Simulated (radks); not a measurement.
# Nuclear size and the levels of Cd

The task here is to estimate one member of a computed series from the others.

The numbers are computed with radks (a radial shooting solver on a logarithmic mesh, Libxc functionals) version 1 (Dirac Kohn-Sham, BLYP, spin-unpolarised, spherical densities, finite nucleus), except any that are marked as measured or tabulated.

### What is computed

| Property | Result |
| --- | --- |
| element | cadmium (Z = 48) |
| charge | 0 |
| electrons | 48 |
| configuration | [Kr] 4d10 5s2 |
| nuclear rms radius | 4.6087 fm |

Outer shells as boxes (Hund's rule):

Cd
```
[Kr] core
4d [↑↓][↑↓][↑↓][↑↓][↑↓]
5s [↑↓]
```

Set-up of the first run:

The run's settings:

```text
Z 48
configuration [Kr] 4d10 5s2 5p0 6s0
relativity Dirac
functional b88,lyp
spin unpolarised
j_filling energy
nucleus finite rms 4.6087 fm
c 137.035999084
```

Command:

```sh
python run_ks.py task.json out
```

All runs below come from this command, one after another.

Steps of the session up to this table: rms radius 4.6087 fm.

One of the session's tables, all rows but one given; the rest of the session is left out.

Radial moments (bohr):

| level | <r> | outermost maximum (interpolated) | 90 % within | nodes |
| --- | --- | --- | --- | --- |
| 4s1/2 | ? | ? | ? | ? |
| 4p1/2 | 0.9386 | 0.828 | 1.39 | 2 |
| 4p3/2 | 0.9700 | 0.853 | 1.43 | 2 |
| 4d3/2 | 1.280 | 0.974 | 2.05 | 1 |
| 4d5/2 | 1.301 | 0.985 | 2.09 | 1 |
| 5s1/2 | 2.903 | 2.33 | 4.42 | 4 |
| 5p1/2 | 4.436 | 3.24 | 7.15 | 3 |
| 5p3/2 | 4.691 | 3.42 | 7.57 | 3 |

Estimate the missing values for 4s1/2.

**Answer.** <r>: 0.8786; outermost maximum (interpolated): 0.795; 90 % within: 1.28; nodes: 3. In the column «<r>» it is the lowest.
